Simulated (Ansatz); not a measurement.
# YCoF5 (Immm) in Ansatz: equation of state, part 2 of 2

Ansatz 0.2.0. The steps go on from the part before.

### Step 7. Single point, PBE, collinear spin, ferromagnetic start, 17.77 Å³/atom (volume scaled by 1.04)

File input.yaml:

```yaml
crystal:
  lattice:
    - [-2.1358342471, 3.5143409582, 4.1436071718]
    - [2.1358342471, -3.5143409582, 4.1436071718]
    - [2.1358342471, 3.5143409582, -4.1436071718]
  atoms:
    - { symbol: "Y", position: [0.5, 0.5, 0.0] }
    - { symbol: Co, position: [0.0, 0.0, 0.0], spin: 2.0 }
    - { symbol: F, position: [0.5, 0.0, 0.5] }
    - { symbol: F, position: [0.769466, 0.769466, 0.0] }
    - { symbol: F, position: [0.230534, 0.230534, 0.0] }
    - { symbol: F, position: [0.184075, 0.5, 0.684075] }
    - { symbol: F, position: [0.815925, 0.5, 0.315925] }
hamiltonian:
  xc: pbe
  pseudopotentials: { kind: paw }
magnetization:
  spin_polarized: true
kpoints:
  mp_grid: { grid: [7, 7, 7] }
scf:
  occupations: { method: fermi_dirac, width: 0.05 }
output:
  forces: true
  stress: true
  eigenvalues: true
```

The run is started by

```
$ ansatz run input.yaml --threads 4 --pin off --max-ram 10240MiB --backend cpu --events-out ev --progress --plain --runs-dir out
```

Wall time 30 s (4 threads of AMD EPYC 9R45 (Zen 5), shared host); peak memory 2.4 GiB.

Results (log left out):

* Free energy: -13023.2057 eV
* Pressure: -3.5 GPa
* Largest force: 0.350 eV/Å
* Band gap on the k mesh: 0.63 eV, indirect (least direct gap 0.64 eV)
* Net moment: 3.00 μB per cell
* Absolute moment: 3.03 μB per cell
* Site moments: Y +0.00; Co +2.48; F -0.00, +0.05 μB

Caveat: odd divisions of the mesh miss points on the zone boundary, where band edges often lie, so the gap on the mesh can be too wide; the pressure holds a Pulay correction of +0.5 GPa for the finite cutoff; a cell with one magnetic atom can't hold antiferromagnetic order, which such compounds often take.

### Step 8. Single point, PBE, collinear spin, ferromagnetic start, 18.11 Å³/atom (volume scaled by 1.06)

Edit input.yaml of step 7 so:

```diff
@@ -2,5 +2,5 @@
   lattice:
-    - [-2.1358342471, 3.5143409582, 4.1436071718]
-    - [2.1358342471, -3.5143409582, 4.1436071718]
-    - [2.1358342471, 3.5143409582, -4.1436071718]
+    - [-2.1494386537, 3.5367258991, 4.1700002858]
+    - [2.1494386537, -3.5367258991, 4.1700002858]
+    - [2.1494386537, 3.5367258991, -4.1700002858]
   atoms:
```

Potentials or basis: Ansatz PAW.

The run is started by

```
$ ansatz run input.yaml --threads 4 --pin off --max-ram 10240MiB --backend cpu --events-out ev --progress --plain --runs-dir out
```

What it wrote:

```text
Warning: RAYON_NUM_THREADS=4 ignored (pool sized by the plan → 4); use --threads N
Engine: ansatz 0.2.0, x86_64-unknown-linux-gnu
Pseudopotentials: kind: paw
Pseudopotential: Y, paw, valence charge 11, recommended cutoff 420 eV (normal), Y.paw.azcp
Pseudopotential: Co, paw, valence charge 17, recommended cutoff 420 eV (normal), Co.paw.azcp
Pseudopotential: F, paw, valence charge 7, recommended cutoff 420 eV (normal), F.paw.azcp
Functional definition: PBE
  parameter kappa = 0.804
  parameter beta = 0.06672455060314922
  exchange = pbe_x(kappa = kappa, mu = beta*pi^2/3)
  correlation = pbe_c(beta = beta)
Crystal: 7 atoms, lattice volume = 126.801 Å³
Basis set: ecut = 420 eV, 2477 PW (Γ), exchange–correlation on 80×80×80 points (8 copies of the dense FFT grid, shifted against one another)
Bands: 40, of which v1, the nominal top of the filled ones, is band 32 counted from 1 (31 counted from 0)
Symmetry: 8 space group operations
Space group: Immm (ITA 71), of the structure as read, at distance tolerance 5.0e-5 Å
Magnetic group: BNS 71.533 (UNI 631), of the structure as read, at distance tolerance 5.0e-5 Å
k-points: 64 of 343
Non-local potential: Y, projectors of the file, l = 0: 3, l = 1: 2, l = 2: 2, l = 3: 1
Non-local potential: Co, projectors of the file, l = 0: 3, l = 1: 2, l = 2: 3, l = 3: 1
Non-local potential: F, projectors of the file, l = 0: 2, l = 1: 2, l = 2: 1
PAW form: soft (Blöchl's): semilocal exchange-correlation on the pseudo side does not see the compensation charge
PAW one-centre angular grid: Y, 590 points (default); XC on 64 Gauss nodes
PAW one-centre angular grid: Co, 590 points (default); XC on 64 Gauss nodes
PAW one-centre angular grid: F, 110 points (default); XC on 64 Gauss nodes
Initial density: superposition of atomic densities (chi_scale 0.1, normalization cell, long waves kept (reshape's long-wave potential 0.02 eV rms))
Starting moments: Σ|m| = 2 μB on 1 of 7 sites
Initial wavefunctions: pseudopotential atomic-orbital guess
Functional: x = pbe(κ = 0.804, μ = 0.2195149727645171), c = pbe(β = 0.06672455060314922)
SCF iter   1: F=—  HF=-13028.341116 eV  |F-HF|=—  |Δ(HF+E_count)|=         —  Δρ=2.17e-1 (↑1.16e-1 ↓2.17e-1)  dr2=1.18e2  dr2_m=3.43e0  M=1.094 μB ∫|m|=1.094 μB  β_m=0.30  ethr=3.10e-3  ⟨swp⟩=6.4  Hψ=20928  notcnv=0
Mixer restart at iter 1: flushing history
preconditioner: auto → none  [metal: Δε(μ)=0.002 eV  Ē_g=12.798 eV  σ=0.050 eV  W_gap=0.01  n_scr=36 (ndim 8)  ℏωp=24.0 eV  f_vac=0.176  D(μ)=15.95/eV (n_scr^D=232)  sad-step TF]
SCF iter   2: F=—  HF=-13024.457260 eV  |F-HF|=—  |Δ(HF+E_count)|=    3.88e0  Δρ=6.38e-2 (↑4.86e-2 ↓6.38e-2)  dr2=3.88e0  dr2_m=2.49e0  M=3.000 μB ∫|m|=3.004 μB  β_m=0.29  ethr=3.10e-3  ⟨swp⟩=3.2  Hψ=12813  notcnv=0  defer=376
SCF iter   3: F=—  HF=-13023.056058 eV  |F-HF|=—  |Δ(HF+E_count)|=    1.40e0  Δρ=6.01e-2 (↑3.11e-2 ↓6.01e-2)  dr2=1.30e0  dr2_m=1.91e0  M=3.000 μB ∫|m|=3.008 μB  β_m=0.47  ethr=3.10e-3  ⟨swp⟩=2.6  Hψ=9489  notcnv=0  defer=362
SCF iter   4: F=—  HF=-13023.445951 eV  |F-HF|=—  |Δ(HF+E_count)|=   3.90e-1  Δρ=3.97e-2 (↑2.16e-2 ↓3.97e-2)  dr2=2.14e0  dr2_m=4.92e-1  M=3.000 μB ∫|m|=3.013 μB  β_m=0.42  ethr=2.06e-3  ⟨swp⟩=3.2  Hψ=11574  notcnv=0  defer=333
SCF iter   5: F=—  HF=-13023.173654 eV  |F-HF|=—  |Δ(HF+E_count)|=   2.72e-1  Δρ=2.52e-2 (↑5.64e-3 ↓2.52e-2)  dr2=5.62e-1  dr2_m=2.36e-1  M=3.000 μB ∫|m|=3.018 μB  β_m=0.69  ethr=2.06e-3  ⟨swp⟩=2.1  Hψ=8963  notcnv=0  defer=330
SCF iter   6: F=—  HF=-13023.158084 eV  |F-HF|=—  |Δ(HF+E_count)|=   1.56e-2  Δρ=8.79e-3 (↑3.91e-3 ↓8.79e-3)  dr2=8.45e-2  dr2_m=2.70e-2  M=3.000 μB ∫|m|=3.026 μB  β_m=0.72  ethr=8.92e-4  ⟨swp⟩=3.0  Hψ=8618  notcnv=0  defer=327
[... 25 lines left out ...]
SCF iter   1: F=—  HF=-13023.144975 eV  |F-HF|=—  |Δ(HF+E_count)|=         —  Δρ=2.76e-6 (↑1.61e-6 ↓2.76e-6)  dr2=1.30e-8  dr2_m=1.28e-9  M=3.000 μB ∫|m|=3.028 μB  ethr=2.95e-11  ⟨swp⟩=1.0  Hψ=79990  notcnv=0
spin=Collinear: Resta preconditioning applied to the charge; magnetization (m = ρ↑ − ρ↓) channel mixes plain (no charge-response kernel on spin).
SCF iter   2: F=—  HF=-13023.141394 eV  |F-HF|=—  |Δ(HF+E_count)|=   3.58e-3  Δρ=1.67e-3 (↑6.20e-4 ↓1.67e-3)  dr2=1.62e-3  dr2_m=4.56e-4  M=3.000 μB ∫|m|=3.026 μB  ethr=1.59e-6  ⟨swp⟩=1.0  Hψ=40210  notcnv=0
SCF iter   3: F=—  HF=-13023.143999 eV  |F-HF|=—  |Δ(HF+E_count)|=   2.61e-3  Δρ=5.02e-4 (↑1.57e-4 ↓5.02e-4)  dr2=1.91e-4  dr2_m=5.60e-5  M=3.000 μB ∫|m|=3.027 μB  ethr=1.59e-6  ⟨swp⟩=1.0  Hψ=23847  notcnv=0
SCF iter   4: F=—  HF=-13023.144972 eV  |F-HF|=—  |Δ(HF+E_count)|=   9.74e-4  Δρ=1.67e-4 (↑4.61e-5 ↓1.67e-4)  dr2=1.31e-5  dr2_m=7.68e-6  M=3.000 μB ∫|m|=3.027 μB  ethr=5.94e-7  ⟨swp⟩=1.0  Hψ=20965  notcnv=0
an SCF along what the orbitals of the run's state read of its open shells (or to have them read: on a GPU, or by another smearing), with 4 of the crystal's symmetry operations given up (100 k-points in place of 64), reached no lower state that the run goes on to. This is no proof of a minimum
SCF converged after 16 iterations
Magnetization: 3.0000 μB (33.0000 up, 30.0000 down)
Absolute magnetization: 3.0258 μB (∫|ρ↑−ρ↓|, with the PAW one-centre terms)
Spin contamination: 0.0036 ħ² per cell (⟨S²⟩ above its minimum at these occupations)
Per-site moments (μB) at R_I (Å): [(0.002964207208551117, 0.88664344465125), (2.485877598201487, 0.7930946478564591), (-5.934985576237326e-5, 0.88664344465125), (0.05230272414131948, 0.7930946478564592), (0.052302724141319396, 0.7930946478564591), (0.05077305985606434, 0.9218056069803631), (0.050773059856064305, 0.9218056069803632)]
Free energy (F): -13023.144975 eV
Harris-Foulkes:  -13023.144975 eV  (|F-HF|=1.01e-8)
Internal energy: -13023.144132 eV  (E = F + TS)
E sigma→0 (E₀):  -13023.144553 eV
Entropy (-TS):   -0.000843 eV (-0.120 meV/atom)
Fermi energy:    3.047942 eV
--- Per-component energies (eV) ---
  E_band       = -928.204851
  E_kinetic    = 1768.825832
  E_local      = -8906.009324  (includes V_loc(G=0)·N_el)
  E_nonlocal   = 882.702928
  E_hartree    = 3553.347370
  E_xc         = -724.263213
  E_vxc        = -905.610472  (∫ρ·V_xc dr)
  E_paw        = -5345.964033  (= ΣΔE_a)
  E_vpaw       = -874.824518  (= ΣTr[D̂ρ^β])
  E_aug_tail   = 0.010442  (compensation charges beyond the density's cutoff)
  E_ewald      = -4251.794134
  E_smearing   = -0.000843  (= −TS)
  E_closure    = 0.000000  (closes the sum)
  Σ components = -13023.144975   (vs F -13023.144975, Δ=0.00e0)
--- Forces (eV/Å), atoms counted from 1 ---
  atom   1  Y      0.00000000    -0.00000000     0.00000000
  atom   2  Co     0.00000000    -0.00000000    -0.00000000
  atom   3  F      0.00000000     0.00000000    -0.00000000
  atom   4  F     -0.00000000     0.00000000     0.23476933
  atom   5  F      0.00000000    -0.00000000    -0.23476933
  atom   6  F      0.00000000     0.45158710    -0.00000000
  atom   7  F     -0.00000000    -0.45158710     0.00000000
  max |Σ_I F_I| component: 5.55e-17 eV/Å
--- Stress (GPa, compression-positive) ---
       -4.882680       0.000000       0.000000
        0.000000      -3.630143      -0.000000
        0.000000      -0.000000      -5.401094
  P = ⅓ Tr σ = -4.6380 GPa (-46.380 kbar)
--- Band table (eV; the first three rows and the last of 128) ---
  k-point 0 ↑: bands = ["-94.1918", "-57.7311", "-57.5959", "-57.0456", "-38.5136", "-20.3272", "-20.1803", "-19.8512", "-19.7221", "-18.9037", "-18.7101", "-17.8356", "-17.3006", "-3.5897", "-1.9892", "-1.8462", "-1.8134", "-1.4190", "-1.3382", "-1.2648", "-1.2516", "-1.2082", "-1.0122", "-0.8642", "-0.3318", "0.0003", "0.0226", "0.4029", "0.4112", "0.6203", "0.6374", "0.9527", "1.2894", "5.7951", "7.9377", "7.9753", "8.2220", "9.4691", "10.0782", "10.9781"]
  k-point 1 ↑: bands = ["-94.1918", "-57.7311", "-57.5959", "-57.0456", "-38.5117", "-20.5398", "-20.3273", "-19.8540", "-19.7329", "-18.8691", "-18.2439", "-17.8340", "-17.3191", "-3.5923", "-1.9566", "-1.8338", "-1.7166", "-1.6312", "-1.5778", "-1.4931", "-1.2116", "-1.0758", "-1.0522", "-0.8725", "-0.4738", "-0.0747", "0.1147", "0.2212", "0.4010", "0.5942", "0.6367", "1.1021", "1.3028", "6.1017", "8.0842", "8.1139", "8.2499", "9.4383", "10.6534", "10.9991"]
  k-point 2 ↑: bands = ["-94.1918", "-57.7311", "-57.5959", "-57.0456", "-38.5074", "-21.0402", "-20.3274", "-19.8537", "-19.7603", "-18.7935", "-17.8303", "-17.4905", "-17.3615", "-3.6002", "-2.4498", "-1.9225", "-1.8399", "-1.8032", "-1.6980", "-1.4360", "-1.2143", "-1.0450", "-1.0231", "-0.8438", "-0.5885", "-0.1060", "-0.0725", "0.1787", "0.3790", "0.3834", "0.5993", "1.2988", "1.3309", "6.8858", "8.3176", "8.4191", "8.4347", "9.5100", "10.9911", "11.5188"]
  k-point 63 ↓: bands = ["-90.9330", "-54.4688", "-54.2356", "-54.0986", "-38.5077", "-20.5394", "-20.2615", "-19.7355", "-19.6743", "-18.8132", "-18.2418", "-17.7977", "-17.2519", "-3.1668", "-1.6657", "-1.6594", "-1.5431", "-1.5423", "-1.4474", "-1.0176", "-0.9875", "-0.9038", "-0.8403", "-0.4475", "-0.2642", "-0.0158", "0.0770", "0.4507", "2.0757", "2.6725", "3.4045", "3.7621", "4.1794", "7.5844", "8.1028", "8.1744", "8.3822", "9.4528", "9.8252", "10.3077"]
```

Run time: 31 s. Hardware: 4 threads of AMD EPYC 9R45 (Zen 5), shared host; peak memory 2.4 GiB.

What came out:

```
Free energy            : -13023.1450 eV
Pressure               : -4.6 GPa
Largest force          : 0.452 eV/Å
Band gap on the k mesh : 0.64 eV, indirect (least direct gap 0.65 eV)
Net moment             : 3.00 μB per cell
Absolute moment        : 3.03 μB per cell
Site moments           : Y +0.00; Co +2.49; F -0.00, +0.05 μB
```

Caveat: odd divisions of the mesh miss points on the zone boundary, where band edges often lie, so the gap on the mesh can be too wide; the pressure holds a Pulay correction of +0.5 GPa for the finite cutoff; a cell with one magnetic atom can't hold antiferromagnetic order, which such compounds often take.

### Step 9. Equation of state, PBE, collinear spin, ferromagnetic start

Potentials or basis: Ansatz PAW.

No new run: the results of the series are fitted here.

What came out:

* Equilibrium volume: 16.92 Å³/atom
* Bulk modulus at fixed shape and positions: 80 GPa
* Pressure derivative of the bulk modulus: 4.5

Energy against volume, from the lowest point:
```tsv
volume (Å³/atom)	energy (meV/atom)
16.064	11.58
16.406	3.79
16.747	0.10
17.089	0.00
17.431	3.17
17.773	9.27
18.114	17.94
```

Caveat: the cell was scaled at fixed shape and fractional positions, which overstates the stiffness of a crystal with free parameters, most of all of layers and chains.
